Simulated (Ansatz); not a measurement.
# CH₃ClSn: one species, many methods

One table from this session's results is given with a row withheld; the runs are named, their logs left out.

Method: functionals in def2-TZVPP, the program's frozen cores in correlated methods; program: Ansatz 0.2.0, Gaussian basis.

The runs, in order: LDA (SPW92), PBE-D4, revPBE-D4, BLYP-D4, r2SCAN-D4, B97M-V, PBE0-D4, B3LYP-D4, r2SCANh-D4, r2SCAN0-D4, HSE06-D4, BHLYP-D4, CAM-B3LYP-D4, LC-ωPBE, ωB97X-V, ωB97M-V, B2PLYP, PBE-QIDH; CCSD(T)/def2-SVP; CCSD(T)/def2-TZVPP; MP2/def2-QZVPP; extrapolation to the limit; RPA on PBE.

1 further run of the same task is left out (for a known fault of the program).

### Structure used throughout

All runs share one geometry, relaxed beforehand with PBE0-D4 in a triple-zeta def2 set. Sn takes the def2 core potential; no spin-orbit term is included.

SMILES `[CH3][Sn][Cl]`, 6 atoms, charge 0, spin multiplicity 1.

Atoms are counted from 1 here; the program's logs count them from 0.

Bond lengths: C1–Sn2 2.177 Å, C1–H4 1.094 Å, C1–H5 1.094 Å, C1–H6 1.092 Å, Sn2–Cl3 2.382 Å. Angles: Sn2–C1–H4 109.2°, Sn2–C1–H5 109.0°, Sn2–C1–H6 112.3°, H4–C1–H5 107.4°, H4–C1–H6 109.5°, H5–C1–H6 109.3°, C1–Sn2–Cl3 93.8°.

Set-up of the first run:

Contents of in.yaml:

```yaml
crystal:
  periodic: [false, false, false]
  atoms:
    - {symbol: C, position_ang: [-0.387878, 0.475100, -0.311470]}
    - {symbol: Sn, position_ang: [0.059703, -0.506127, 1.579784]}
    - {symbol: Cl, position_ang: [1.714267, -1.932809, 0.631085]}
    - {symbol: H, position_ang: [-0.682266, -0.278619, -1.047063]}
    - {symbol: H, position_ang: [0.519290, 0.959524, -0.684398]}
    - {symbol: H, position_ang: [-1.181116, 1.218931, -0.214238]}
basis:
  gaussian: {orbitals: def2-TZVPP}
hamiltonian: {xc: lda}
output: {orbitals: {seedname: orbitals}}
```

Started as:

```sh
$ ansatz run in.yaml --threads 4 --pin off --events-out ev --progress --plain --max-ram 10444MiB
```

Among the steps run: LDA; PBE-D4 (GGA); revPBE-D4 (GGA); BLYP-D4 (GGA); r2SCAN-D4 (meta-GGA); B97M-V (meta-GGA); B3LYP-D4 (hybrid); r2SCANh-D4 (hybrid); r2SCAN0-D4 (hybrid); HSE06-D4 (hybrid); BHLYP-D4 (hybrid); CAM-B3LYP-D4 (range-separated); LC-ωPBE (range-separated); ωB97X-V (range-separated); ωB97M-V (range-separated); B2PLYP (double hybrid); PBE-QIDH (double hybrid).

One table of the session follows, with a row left open; its other results are not shown here.

It belongs to the step «Frontier levels by functional». 

| functional | HOMO (eV) | LUMO (eV) | gap (eV) |
| --- | --- | --- | --- |
| LDA (SPW92) | -5.83 | -3.67 | 2.16 |
| PBE-D4 | -5.65 | -3.42 | 2.23 |
| revPBE-D4 | -5.60 | -3.32 | 2.28 |
| BLYP-D4 | ? | ? | ? |
| r2SCAN-D4 | -5.90 | -3.33 | 2.57 |
| B97M-V | -5.83 | -3.38 | 2.45 |
| PBE0-D4 | -6.69 | -2.72 | 3.97 |
| B3LYP-D4 | -6.51 | -2.97 | 3.54 |
| r2SCANh-D4 | -6.28 | -3.07 | 3.22 |
| r2SCAN0-D4 | -6.86 | -2.67 | 4.18 |
| HSE06-D4 | -6.30 | -3.08 | 3.22 |
| BHLYP-D4 | -7.59 | -2.00 | 5.59 |
| CAM-B3LYP-D4 | -7.92 | -1.82 | 6.11 |
| LC-ωPBE | -9.15 | -0.70 | 8.45 |
| ωB97X-V | -8.84 | -0.81 | 8.02 |
| ωB97M-V | -8.74 | -0.97 | 7.78 |

Estimate the missing values for BLYP-D4.

Worked estimate for «HOMO (eV)». Against the share of exact exchange, B3LYP-D4 (0.2, -6.51), BHLYP-D4 (0.5, -7.59) give a slope of -3.60 per unit share; at 0 the line stands at -5.79.

The run gave: HOMO (eV): -5.52; LUMO (eV): -3.37; gap (eV): 2.16. In «HOMO (eV)» the line misses by -0.27.
